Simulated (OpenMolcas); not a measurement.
# Ni²⁺ in CsCaF3: CASSCF and CASPT2 levels and susceptibility

Which state of Ni²⁺ lies lowest among these ligands, how large is the field, and what χT follows?

Method: state-averaged CASSCF and CASPT2, spin-orbit coupling by RASSI with atomic mean-field integrals. Code: OpenMolcas 26.06.

**1. What is computed**

* Species: Ni²⁺ (nickel, Z = 28, 26 electrons)
* Basis: ANO-RCC-VDZP [5s4p2d1f], 142 functions with the ligands
* Scalar Hamiltonian: DKH2, point nucleus
* Inactive shells: 1s 2s 2p 3s 3p of the metal, and all ligand shells
* Active space: 8 electrons in 5 orbitals (3d)
* Some configurations of this space: 3d8
* Orbitals: optimised for each spin and parity, averaged over all roots

Outer shells as boxes (Hund's rule):

3d8
```
3d [↑↓][↑↓][↑↓][↑ ][↑ ]
```

Ni²⁺ is taken with its 6 nearest fluoride ions at 2.184 Å, on the cation site of CsCaF3 (a = 4.526 Å). The rest of the host is ab initio model potentials to 7.6 Å, with orthogonalisation functions on the cations behind the ligands, and point charges beyond; the distance is set by hand, nothing relaxes, and no local charge compensation is placed. Ligand basis ANO-RCC-VDZP.

```xyz
15

Ni    0.0000    0.0000    0.0000
F     2.1840    0.0000    0.0000
F     0.0000    2.1840    0.0000
F    -2.1840    0.0000    0.0000
F     0.0000   -2.1840    0.0000
F     0.0000    0.0000    2.1840
F     0.0000    0.0000   -2.1840
Cs    2.2630   -2.2630   -2.2630
Cs   -2.2630    2.2630    2.2630
Cs    2.2630   -2.2630    2.2630
Cs   -2.2630    2.2630   -2.2630
Cs    2.2630    2.2630   -2.2630
Cs   -2.2630   -2.2630    2.2630
Cs    2.2630    2.2630    2.2630
Cs   -2.2630   -2.2630   -2.2630
```

Each step is its own input file, run in one work folder so that later steps find the files of earlier ones. Labels, J, g values, rates, χT and fits are worked out afterwards by a script from the matrices that RASSI stores.

**2. GATEWAY and SEWARD: basis and integrals**

Contents of a.inp:

```
&GATEWAY
Basis set
Ni.ANO-RCC-VDZP.
Ni1 0.0 0.0 0.0 Angstrom
End of basis
Basis set
F.ANO-RCC-VDZP.
L1 2.184000 0.000000 0.000000 Angstrom
L2 0.000000 2.184000 0.000000 Angstrom
L3 0.000000 0.000000 2.184000 Angstrom
End of basis
Basis set
Ca.EMB-AIMP.Lopez-Moraza.10s7p.1s1p.ECP.CsCaF3.
PseudoCharge
* 3 symmetry-unique lattice sites within 7.6 angstrom
End of basis
Basis set
Cs.EMB-AIMP.Lopez-Moraza.0s.0s.ECP.CsCaF3.
PseudoCharge
* 16 symmetry-unique lattice sites within 7.6 angstrom
End of basis
Basis set
Ca.EMB-AIMP.Lopez-Moraza.0s.0s.ECP.CsCaF3.
PseudoCharge
* 6 symmetry-unique lattice sites within 7.6 angstrom
End of basis
Basis set
F.EMB-AIMP.Lopez-Moraza.0s.0s.ECP.CsCaF3.
PseudoCharge
* 27 symmetry-unique lattice sites within 7.6 angstrom
End of basis
Symmetry
XYZ
AngMom=0.0 0.0 0.0
AMFI
RICD
XField
1537 Angstrom 0
* Evjen-weighted lattice charges
&SEWARD
```

Launch:

```console
> OMP_NUM_THREADS=1 MOLCAS_MEM=2457 MOLCAS_PROJECT=a pymolcas a.inp > a.log
```

**3. Reference wave functions, triplets, 10 roots**

Contents of a.inp:

```
&RASSCF
FileOrb=start.orb
Symmetry=1
Spin=3
nActEl=8 0 0
Inactive=18 21
Ras2=5 0
CIRoot=10 10 1
SDav=10
CIMx=300
Iter=150 100
PrWF=0.3
OrbListing=Nothing
MaxOrb=0
LevShft=1.0
>>> COPY $Project.JobIph JOB001
```

start.orb holds start orbitals that the driver prepared beforehand, or those of the step before.

**4. Reference wave functions, singlets, 15 roots**

Contents of a.inp:

```
&RASSCF
FileOrb=start.orb
Symmetry=1
Spin=1
nActEl=8 0 0
Inactive=18 21
Ras2=5 0
CIRoot=15 15 1
SDav=15
CIMx=300
Iter=150 100
PrWF=0.3
OrbListing=Nothing
MaxOrb=0
LevShft=1.0
>>> COPY $Project.JobIph JOB002
```

**5. State interaction with spin-orbit coupling**

Contents of a.inp:

```
&RASSI
NrOfJobIphs=2 10 15
1 2 3 4 5 6 7 8 9 10
1 2 3 4 5 6 7 8 9 10 11 12 13 14 15
IphNames
JOB001
JOB002
EJob
SpinOrbit
DIPRint=1.0
SOCoupling=1000.0
Subsets=2
Property=9
'ANGMOM' 1 'ANGMOM' 2 'ANGMOM' 3 'MLTPL  1' 1 'MLTPL  1' 2 'MLTPL  1' 3
'AMFI' 1 'AMFI' 2 'AMFI' 3
SOProperty=3
'ANGMOM' 1 'ANGMOM' 2 'ANGMOM' 3
```

**6. CASPT2: IPEA 0.25, imaginary shift 0.1 (closed shells correlated: 3s 3p of the metal, with ligand shells; the Frozen line counts the rest)**

Contents of a.inp:

```
>>> COPY JOB001 $Project.JobIph
&CASPT2
Multistate=10 1 2 3 4 5 6 7 8 9 10
NoMult
Frozen=5 6
IPEA=0.25
Imaginary=0.1
MaxIter=60
WThr=0.0 0.3 0.05
PrWF=0.5
NoMix
>>> COPY JOB002 $Project.JobIph
&CASPT2
Multistate=15 1 2 3 4 5 6 7 8 9 10 11 12 13 14 15
NoMult
Frozen=5 6
IPEA=0.25
Imaginary=0.1
MaxIter=60
WThr=0.0 0.3 0.05
PrWF=0.5
NoMix
```

(Steps that only read results are left out.)

Before running it: what results should come out? Wanted: spin-free ground state; first state of the same spin within the active space; lowest level; next level.

The runs gave:

| quantity | value |
| --- | --- |
| method | SS-CASPT2, IPEA 0.25, imaginary shift 0.1 (closed shells correlated: 3s 3p of the metal, with ligand shells; the Frozen line counts the rest) |
| spin-free ground state | 3A2, 1-fold in its orbital part |
| first state of the same spin within the active space | 3T2 at 5390 cm⁻¹ |
| lowest level | 3-fold T2 |
| next level | 5054.9 cm⁻¹ |
| χT at 300 K | 1.58 cm³ K/mol |
| effective moment at 300 K | 3.55 μB |

Cost by method:

```tsv
method	time of its own steps	time with the reference
A. CASSCF	16 s	16 s
B. SS-CASPT2, IPEA 0.25, imaginary shift 0.1, +3s 3p	85 s	1.7 min
```

Times are of one thread on a shared host.

What this shows: The spin-free ground state (3A2) comes to 100 % from free-ion F terms and keeps the highest spin of the shell. χT at 300 K is 1.58, against 1.00 cm³ K/mol for the spin alone, so orbital moment adds to it. CASPT2 does not keep the components of a term degenerate, and the means are used. With one d shell, CASPT2 may overshoot the field of a late 3d ion.
